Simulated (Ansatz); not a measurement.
# AlBH₄Te (SMILES B[Te][AlH2]): functionals against CCSD(T) at one geometry

An exercise on one series of results from a longer session: the logs are not shown, and one member is left open.

The runs use Ansatz 0.2.0, Gaussian basis; single points in def2-TZVPP.

Correlated methods freeze the cores. Filled d shells of the heavier atoms are correlated. Core potentials replace the inner electrons past krypton, and spin-orbit coupling is left out.

### The system as given

SMILES `B[Te][AlH2]`, 7 atoms, charge 0, spin multiplicity 1.

Atoms are counted from 1 here; the program's logs count them from 0.

Bond lengths: B1–Te2 2.113 Å, B1–H4 1.146 Å, B1–H5 1.151 Å, Te2–Al3 2.566 Å, Al3–H6 1.534 Å, Al3–H7 1.558 Å. Angles: Te2–B1–H4 121.7°, Te2–B1–H5 119.6°, H4–B1–H5 118.7°, B1–Te2–Al3 78.5°, Te2–Al3–H6 125.6°, Te2–Al3–H7 122.0°, H6–Al3–H7 112.4°.

Coordinates:

```tsv
atom	x (Å)	y (Å)	z (Å)
B1	-1.2537	-0.6549	-0.5747
Te2	-0.2899	0.9028	-1.6285
Al3	1.2152	0.6751	0.4372
H4	-2.2058	-1.1522	-0.9735
H5	-0.8281	-1.0063	0.4354
H6	2.5267	-0.1177	0.5027
H7	0.8560	1.3431	1.7985
```

The first run:

run/in.yaml reads:

```yaml
crystal:
  periodic: [false, false, false]
  atoms:
    - {symbol: B, position_ang: [-1.253700, -0.654900, -0.574700]}
    - {symbol: Te, position_ang: [-0.289900, 0.902800, -1.628500]}
    - {symbol: Al, position_ang: [1.215200, 0.675100, 0.437200]}
    - {symbol: H, position_ang: [-2.205800, -1.152200, -0.973500]}
    - {symbol: H, position_ang: [-0.828100, -1.006300, 0.435400]}
    - {symbol: H, position_ang: [2.526700, -0.117700, 0.502700]}
    - {symbol: H, position_ang: [0.856000, 1.343100, 1.798500]}
basis:
  gaussian: {orbitals: def2-TZVPP}
correlation: {method: ccsd_t}
output: {forces: true}
```

No record of the launch command was kept for these runs.

Steps of the session up to this table: CCSD(T)/def2-TZVPP; PBE0-D4/def2-TZVPP; wB97M-V/def2-TZVPP; r2SCAN-D4/def2-TZVPP; PBE-D4/def2-TZVPP; revPBE-D4/def2-TZVPP; r2SCAN0-D4/def2-TZVPP.

One of the session's tables, all rows but one given; the rest of the session is left out.

| method | RMS force component (eV/Å) | angle to CCSD(T) forces (°) | dipole (D) |
| --- | --- | --- | --- |
| CCSD(T) | 0.508 | reference | 0.51 |
| PBE0-D4 | 0.537 | 3.8 | 0.41 |
| wB97M-V | ? | ? | ? |
| r2SCAN-D4 | 0.516 | 3.6 | 0.42 |
| PBE-D4 | 0.583 | 7.6 | 0.61 |
| revPBE-D4 | 0.587 | 10.4 | 0.59 |
| r2SCAN0-D4 | 0.488 | 4.9 | 0.31 |

**Question.** Estimate the row for wB97M-V.

The run gave: RMS force component (eV/Å): 0.472; angle to CCSD(T) forces (°): 6.3; dipole (D): 0.35. In the column «RMS force component (eV/Å)» it is the lowest.
